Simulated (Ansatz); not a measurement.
Working through a convergence test of the plane-wave cutoff of GaSn₃, space group I4/mmm

With the Ansatz DFT code, driven from Python.

Contents of `gasn3.vasp`:
```text
GaSn3
1.0
  -2.27240395    2.27240395    4.91073425
   2.27240395   -2.27240395    4.91073425
   2.27240395    2.27240395   -4.91073425
Ga Sn
1 3
Direct
   0.00000000    0.00000000    0.00000000
   0.75000000    0.25000000    0.50000000
   0.25000000    0.75000000    0.50000000
   0.50000000    0.50000000    0.00000000
```

Run as a notebook:

In [1]:
```python
import ansatz as az
from ase.io import read
from tabulate import tabulate
```

In [2]:
```python
atoms = read("gasn3.vasp", format="vasp")
crystal = az.Crystal.from_ase(atoms)
```

In [3]:
```python
crystal.resolved().sites[-1]
```
Out [3]:
```text
Site(symbol='Sn', position=(0.5, 0.5, 0.0), moment=None, axis=None, held=None, saved=None)
```

In [4]:
```python
setup = (
    crystal.calculation()
    .functional("pbesol")
    .kpoints(7, center="gamma")
    .occupations("Marzari-Vanderbilt", width=0.1)
)
```

In [5]:
```python
rows = []
for value in [300, 400, 500, 600, 700, 800]:
    report = setup.basis(value).run().report
    rows.append((value, report["free_energy_ev"] / len(report["lattice"]["sites"]), report["n_iterations"], report["n_pw"]))
```
```text
DeckWarning: basis.ecutwfc = 300 eV is below the records' recommended 420 eV, and the density's cutoff is lower with it unless basis.ecutrho_ratio is high enough to keep the records' density cutoff: compare with a run at a higher cutoff
DeckWarning: basis.ecutwfc = 400 eV is below the records' recommended 420 eV, and the density's cutoff is lower with it unless basis.ecutrho_ratio is high enough to keep the records' density cutoff: compare with a run at a higher cutoff
```

In [6]:
```python
print(tabulate(rows, headers=["cutoff (eV)", "F/atom (eV)", "iterations", "plane waves"], floatfmt=".4f", tablefmt="plain"))
```
```text
  cutoff (eV)    F/atom (eV)    iterations    plane waves
          300     -5398.0430             7           1201
          400     -5398.0979             8           1881
          500     -5398.0991             8           2581
          600     -5398.0993             8           3419
          700     -5398.0993             8           4301
          800     -5398.0994             8           5215
```

In [7]:
```python
# differences from the last row
for row in rows[:-1]:
    shift = 1000 * (row[1] - rows[-1][1])
    print(f"{row[0]}: {shift:+.2f} meV/atom" + ("  (within 2 meV)" if abs(shift) < 2 else ""))
```
```text
300: +56.39 meV/atom
400: +1.46 meV/atom  (within 2 meV)
500: +0.22 meV/atom  (within 2 meV)
600: +0.09 meV/atom  (within 2 meV)
700: +0.02 meV/atom  (within 2 meV)
```

From 400 eV on it stays within 2 meV an atom of the value at 800 eV; the first row (300 eV) is off by 56.4 meV and the last but one by 0.02 meV. The energy falls steadily, as expected when plane waves are added. The last run costs about 4.2 times the first.

Notes:
- For a metal this k-point mesh is coarse: on a finer one energies can move by several to tens of meV an atom and pressures by half a GPa or more, differences at one mesh by less.
- The structure comes from a database of computed cells and needn't be a stable or known phase.
- Warnings are shown shortened and without file and line.
- Shifts are counted from the last row, which is itself no proven limit.
- Run time: 71 s on 1 thread of Arm Neoverse V1 (shared host), peak memory 0.75 GiB.
